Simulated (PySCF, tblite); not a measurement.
# C5H11NOSi2: geometry, infrared bands and NMR shifts

Wanted: the infrared bands and NMR shifts of C5H11NOSi2 (`C#C[Si@](N)([SiH3])CCC=O`), by calculation.

Programs: tblite 0.8.0 and PySCF 2.14.0, with density-fitted response routines of our own. Each step states its level of theory. These are calculated values for one molecule in the gas phase, unless marked as measured. Atoms are numbered from 0 throughout.

## 1. The molecule as given

20 atoms, charge 0, multiplicity 1; geometry from: force field or distance geometry start.

Bonds of the start (Å): C0–C1 1.21, C1–Si2 1.85, Si2–N3 1.77, Si2–Si4 2.27, Si2–C5 1.82, C5–C6 1.50, C6–C7 1.47, C7–O8 1.21, C0–H9 1.08, N3–H10 1.03, N3–H11 1.03, Si4–H12 1.47, Si4–H13 1.48, Si4–H14 1.46, C5–H15 1.12, C5–H16 1.13, C6–H17 1.12, C6–H18 1.12, C7–H19 1.10.

## 2. Geometry optimisation with GFN2-xTB

The job: settings as JSON, then the geometry in Å.

```
{"job": {"kind": "relax", "xc": "GFN2-xTB", "basis": "xTB"}, "charge": 0, "multiplicity": 1}
C     -2.105400     2.430000     0.497300
C     -1.506600     1.425000     0.169700
Si    -0.594700    -0.119300    -0.277400
N     -0.164300    -0.063100    -1.988800
Si    -2.059900    -1.834600    -0.069900
C      0.760300    -0.310100     0.923800
C      1.925600     0.601300     0.667100
C      2.604900     0.386100    -0.618200
O      2.352200    -0.466300    -1.436500
H     -2.663900     3.308600     0.794100
H      0.218500    -0.935900    -2.379200
H     -0.829100     0.433400    -2.601200
H     -2.750400    -1.892200    -1.367000
H     -1.323600    -3.098100     0.137200
H     -3.034300    -1.547700     0.985500
H      1.144100    -1.358400     0.885100
H      0.380500    -0.165000     1.978500
H      1.512000     1.640800     0.674000
H      2.700900     0.505100     1.473200
H      3.427800     1.070900    -0.860000
```

The run is started by

```
$ OMP_NUM_THREADS=1 python probes_run.py task.json out
```

This one command runs all jobs of the session in turn.

**Question.** This job is followed by: GFN2-xTB harmonic vibrations, gas phase; GIAO PBE0/pcSseg-1 NMR shielding, non-relativistic, gas phase. Predict these results of the whole session: strongest single infrared mode (GFN2-xTB); zero-point energy (GFN2-xTB); 13C shifts against TMS (PBE0/pcSseg-1); 1H shifts against TMS (PBE0/pcSseg-1, means over atoms taken as alike); 29Si shifts against TMS (PBE0/pcSseg-1); 15N shifts against NH3 (PBE0/pcSseg-1); 17O shifts against H2O (PBE0/pcSseg-1).

**Answer**, as computed:

```
                                                              quantity                                                value
                             strongest single infrared mode (GFN2-xTB)                                 790 cm⁻¹, 551 km/mol
                                          zero-point energy (GFN2-xTB)                                        89.0 kcal/mol
                                13C shifts against TMS (PBE0/pcSseg-1)                   211.0, 101.1, 93.2, 44.2, 11.6 ppm
1H shifts against TMS (PBE0/pcSseg-1, means over atoms taken as alike)  10.22, 3.36, 3.23, 2.88, 1.92, 1.49, 0.65, 0.25 ppm
                               29Si shifts against TMS (PBE0/pcSseg-1)                                    -26.6, -117.2 ppm
                                15N shifts against NH3 (PBE0/pcSseg-1)                                             20.6 ppm
                                17O shifts against H2O (PBE0/pcSseg-1)                                            661.4 ppm
```

What this shows: Relaxing lowered the energy by 0.592 eV in 82 steps; the close pair that moved most is Si2–C5, from 1.821 to 1.916 Å. The lowest mode is slightly imaginary (18i cm⁻¹), a soft motion within the noise of the Hessian, so the minimum is not strictly shown. The strongest single mode, at 790 cm⁻¹, has its largest shares on H13, H14 and H12 (the list is cut at 3 atoms). Unscaled tight-binding wavenumbers are off by several per cent, some by more. Its intensities can rank the bands wrongly. C7 (aldehyde carbonyl carbon) lies farthest downfield among carbon, at 211.0 ppm; low-lying n→π* states of the double bond to the heteroatom give a large paramagnetic term (-270 ppm). The most deshielded hydrogen is H19 (hydrogen on an aldehyde carbonyl carbon), at 10.22 ppm: deshielded by the polar, anisotropic C=O bond. At PBE0/pcSseg-1: The widest tensor belongs to O8: span 1311 ppm, with a paramagnetic part of -730 ppm.
